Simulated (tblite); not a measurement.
# C4H15PSSi2: the cost of one run

Computed with tblite 0.8.0 (tight binding) and PySCF 2.14.0 (DFT, with response routines of our own); each step states its level. Atoms count from 0 throughout.

## Step 1: The molecule as given

23 atoms, charge 0, multiplicity 1; geometry from: MMFF94s geometry.

Bonds of the start (Å): C0–C1 1.55, C0–H10 1.10, C0–H8 1.10, C0–H9 1.09, C1–C2 1.55, C1–C3 1.55, C1–Si4 1.97, C2–H11 1.09, C2–H12 1.08, C2–H13 1.10, C3–H14 1.09, C3–H15 1.10, C3–H16 1.09, P5–H18 1.41, P5–H19 1.42, S6–Si7 2.13, Si4–H17 1.49, Si4–P5 2.22, Si4–S6 2.13, Si7–H20 1.48, Si7–H21 1.49, Si7–H22 1.49.

## Step 2: GFN2-xTB relaxation, conformer 1

What the job is given:

```
{"job": {"xc": "GFN2-xTB", "basis": "xTB", "kind": "relax"}, "charge": 0, "multiplicity": 1}
C     -1.795100     0.145400     1.532300
C     -1.201300    -0.176000     0.140800
C     -1.342000    -1.704200    -0.099400
C     -2.012400     0.572800    -0.942400
Si     0.698600     0.327800     0.056200
P      0.919400     2.510600     0.391900
S      1.801800    -0.713200     1.546800
Si     3.651600    -0.783000     0.484800
H     -2.854400    -0.148300     1.576500
H     -1.291000    -0.382700     2.345500
H     -1.758500     1.218500     1.752800
H     -0.840500    -2.298000     0.662700
H     -0.949400    -1.988300    -1.069100
H     -2.403000    -1.995900    -0.089000
H     -1.629800     0.368800    -1.937800
H     -3.066200     0.257300    -0.902900
H     -1.989600     1.654000    -0.781300
H      1.191800    -0.003500    -1.310400
H      0.378400     2.950200    -0.829000
H      2.277400     2.627200    -0.010700
H      4.065300     0.595600     0.128100
H      3.462600    -1.596700    -0.746400
H      4.681500    -1.411200     1.352900
```

Command:

```console
> OMP_NUM_THREADS=1 python ens_run.py task.json out
```

The driver reads the study from task.json and runs its stages one after another.

**Question.** How long does this first job take on 1 thread of Arm Neoverse V1, shared host?

About 3 s.
